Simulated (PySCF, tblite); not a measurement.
# C₅H₁₂B₂OSi: geometry, infrared bands and NMR shifts

Wanted: the infrared bands and NMR shifts of C₅H₁₂B₂OSi (`CB(C)CC1=CBO[SiH2]1`), by calculation.

Programs: tblite 0.8.0 and PySCF 2.14.0, with density-fitted response routines of our own. Each step states its level of theory. These are calculated values for one molecule in the gas phase, unless marked as measured. Atoms are numbered from 0 throughout.

### Step 1. Starting geometry

21 atoms, charge 0, multiplicity 1; geometry from: force field or distance geometry start.

Bonds of the start (Å): C0–B1 1.58, B1–C2 1.61, B1–C3 1.60, C3–C4 1.48, C4–C5 1.32, C5–B6 1.55, B6–O7 1.46, O7–Si8 1.75, Si8–C4 1.87, C0–H9 1.11, C0–H10 1.09, C0–H11 1.14, C2–H12 1.10, C2–H13 1.12, C2–H14 1.12, C3–H15 1.10, C3–H16 1.10, C5–H17 1.09, B6–H18 1.20, Si8–H19 1.44, Si8–H20 1.47.

### Step 2. Geometry optimisation with GFN2-xTB

What the job is given:

```
{"job": {"kind": "relax", "xc": "GFN2-xTB", "basis": "xTB"}, "charge": 0, "multiplicity": 1}
C     -2.663500     0.881000    -0.027100
B     -1.378200    -0.033200    -0.007700
C     -1.666700    -1.586300     0.321400
C     -0.189300     0.268300    -1.032700
C      1.129500     0.384400    -0.369000
C      1.988800     1.390700    -0.341300
B      3.268800     1.056000     0.474900
O      3.090900    -0.040900     1.422500
Si     1.886100    -1.012600     0.613200
H     -3.214000     0.769500    -0.981900
H     -2.474800     1.939700     0.160900
H     -3.374000     0.554100     0.798900
H     -0.815200    -2.230200     0.045900
H     -2.599200    -1.878100    -0.236100
H     -1.878900    -1.728300     1.412700
H     -0.418400     1.252900    -1.462400
H     -0.175400    -0.466900    -1.856000
H      1.804500     2.347000    -0.840000
H      4.272100     1.711900     0.529400
H      2.464500    -2.035300    -0.227800
H      0.933300    -1.526700     1.601600
```

The run is started by

```console
OMP_NUM_THREADS=1 python probes_run.py task.json out
```

One launch serves the whole session: the jobs run in the order shown.

**Question.** This job is followed by: GFN2-xTB harmonic vibrations, gas phase; GIAO PBE0/pcSseg-1 NMR shielding, non-relativistic, gas phase. What will the session give for the following? strongest single infrared mode (GFN2-xTB); zero-point energy (GFN2-xTB); 13C shifts against TMS (PBE0/pcSseg-1, means over atoms taken as alike); 1H shifts against TMS (PBE0/pcSseg-1, means over atoms taken as alike); 11B shifts against BF3·OEt2 (PBE0/pcSseg-1); 17O shifts against H2O (PBE0/pcSseg-1); 29Si shifts against TMS (PBE0/pcSseg-1).

As calculated:

| quantity | value |
| --- | --- |
| strongest single infrared mode (GFN2-xTB) | 2285 cm⁻¹, 384 km/mol |
| zero-point energy (GFN2-xTB) | 100.0 kcal/mol |
| 13C shifts against TMS (PBE0/pcSseg-1, means over atoms taken as alike) | 180.0, 159.2, 48.1, 15.2 ppm |
| 1H shifts against TMS (PBE0/pcSseg-1, means over atoms taken as alike) | 7.42, 5.31, 5.16, 3.03, 0.93 ppm |
| 11B shifts against BF3·OEt2 (PBE0/pcSseg-1) | 84.4, 44.1 ppm |
| 17O shifts against H2O (PBE0/pcSseg-1) | 177.6 ppm |
| 29Si shifts against TMS (PBE0/pcSseg-1) | -7.6 ppm |

In words: Over 147 steps the energy fell by 1.050 eV; of the close pairs, B6–O7 changed most, 1.460 to 1.359 Å. All 57 modes are real, so the xTB geometry is a minimum. The strongest single mode, at 2285 cm⁻¹, moves mainly H19. Unscaled tight-binding wavenumbers are off by several per cent, some by more. Its intensities can rank the bands wrongly. The most deshielded hydrogen is H17 (hydrogen on an alkene CH), at 7.42 ppm: olefinic region. At PBE0/pcSseg-1: The widest tensor belongs to O7: span 366 ppm, with a paramagnetic part of -237 ppm.
